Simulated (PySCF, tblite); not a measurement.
# C6H6F2: geometry, infrared bands, NMR shifts, spin-spin couplings and electronic excitations

Wanted: the infrared bands, NMR shifts, spin-spin couplings and electronic excitations of C6H6F2 (`C=C/C=C\C=C(F)F`), by calculation.

Computed with tblite 0.8.0 and PySCF 2.14.0, with density-fitted response routines of our own, on a single molecule in the gas phase. Atoms are numbered from 0 throughout.

## Step 1: Starting geometry

14 atoms, charge 0, multiplicity 1; geometry from: force field or distance geometry start.

Bonds of the start (Å): C0–C1 1.33, C1–C2 1.45, C2–C3 1.30, C3–C4 1.44, C4–C5 1.34, C5–F6 1.37, C5–F7 1.37, C0–H8 1.09, C0–H9 1.11, C1–H10 1.06, C2–H11 1.11, C3–H12 1.09, C4–H13 1.07.

## Step 2: Relaxing the molecule with GFN2-xTB

What the job is given:

```
{"job": {"kind": "relax", "xc": "GFN2-xTB", "basis": "xTB"}, "charge": 0, "multiplicity": 1}
C     -2.662100    -0.013600    -0.793800
C     -1.361700    -0.205900    -0.605500
C     -0.708900     0.629200     0.385600
C      0.547200     0.592200     0.698900
C      1.400100    -0.374600     0.066100
C      2.699100    -0.433700     0.380700
F      3.236200     0.405600     1.319100
F      3.489100    -1.351800    -0.250900
H     -3.188700    -0.626900    -1.519800
H     -3.210100     0.763600    -0.217500
H     -0.906900    -0.973900    -1.179700
H     -1.331200     1.379700     0.909400
H      0.919800     1.272400     1.471800
H      1.077500    -1.062900    -0.686700
```

Launch:

```sh
> OMP_NUM_THREADS=1 python probes_run.py task.json out
```

This one command runs all jobs of the session in turn.

**Question.** This job is followed by: GFN2-xTB harmonic vibrations, gas phase; PBE0-D3(BJ)/def2-SVP geometry optimisation, gas phase; GIAO PBE0/pcSseg-1 NMR shielding, non-relativistic, gas phase; B3LYP/pcJ-1 indirect spin-spin coupling, non-relativistic, gas phase; TDDFT CAM-B3LYP/def2-SVPD, vertical, gas phase, core orbitals frozen in the response; GIAO B3LYP/pcSseg-1 NMR shielding, non-relativistic, gas phase. Predict these results of the whole session: strongest single infrared mode (GFN2-xTB); zero-point energy (GFN2-xTB); point group; rotational constants (main isotopes); 13C shifts against TMS (PBE0/pcSseg-1); 1H shifts against TMS (PBE0/pcSseg-1); 19F shifts against CFCl3 (PBE0/pcSseg-1); largest coupling of the table (B3LYP/pcJ-1); lowest singlet (CAM-B3LYP/def2-SVPD); lowest triplet; vertical ionisation energy (ΔSCF); vertical electron affinity (ΔSCF); range of the shift of F6.

The runs gave:

```
                                   quantity                                             value
  strongest single infrared mode (GFN2-xTB)                             1716 cm⁻¹, 376 km/mol
               zero-point energy (GFN2-xTB)                                     62.9 kcal/mol
                                point group                                                Cs
       rotational constants (main isotopes)                              6.51, 0.78, 0.70 GHz
     13C shifts against TMS (PBE0/pcSseg-1)       166.6, 139.0, 135.2, 126.1, 126.0, 83.2 ppm
      1H shifts against TMS (PBE0/pcSseg-1)            6.73, 6.03, 6.02, 5.48, 5.45, 5.34 ppm
   19F shifts against CFCl3 (PBE0/pcSseg-1)                                  -81.8, -81.8 ppm
largest coupling of the table (B3LYP/pcJ-1)                          1J(C,F) C5–F6, -377.9 Hz
       lowest singlet (CAM-B3LYP/def2-SVPD)                       4.94 eV (251 nm), f = 0.952
                             lowest triplet                                           2.57 eV
          vertical ionisation energy (ΔSCF)                                           8.19 eV
          vertical electron affinity (ΔSCF)  -0.25 eV (unbound: the value hangs on the basis)
                   range of the shift of F6                                -85.0 to -81.8 ppm
```

Relaxing lowered the energy by 0.500 eV in 43 steps; the close pair that moved most is C2–C3, from 1.295 to 1.345 Å (GFN2-xTB). All 36 modes are real, so the xTB geometry is a minimum. The strongest single mode, at 1716 cm⁻¹, moves mainly C5 and C4. GFN2-xTB is a fitted tight-binding method: band positions and strengths are rough. Its intensities can rank the bands wrongly. Over 13 steps the energy fell by 0.263 eV; of the close pairs, C2–C3 changed most, 1.398 to 1.354 Å (PBE0/def2-SVP). No frequency check was run at this level, so the end point may be a saddle. At PBE0/pcSseg-1: The largest span, 239 ppm, is at C1, where the paramagnetic term is -211 ppm. Of the pairs tabulated at B3LYP/pcJ-1, C5–F6 couples most strongly (-377.9 Hz; Fermi contact -336.1 Hz). Couplings across rotatable bonds belong to this one conformer; where others are populated, the observed values are averages. Density functionals describe couplings to fluorine poorly, F–F couplings above all, so those rows are rough. The first singlet state (HOMO→LUMO 0.98) lies at 4.94 eV and is bright. The lowest triplet lies 2.36 eV below the lowest singlet (triplets in Tamm-Dancoff, singlets in full TDDFT). At CAM-B3LYP/def2-SVPD, the highest states lie near or above the ionisation energy, where they hang on the basis. ΔSCF puts the ionisation energy at 8.19 eV, 0.71 eV above −ε(HOMO).
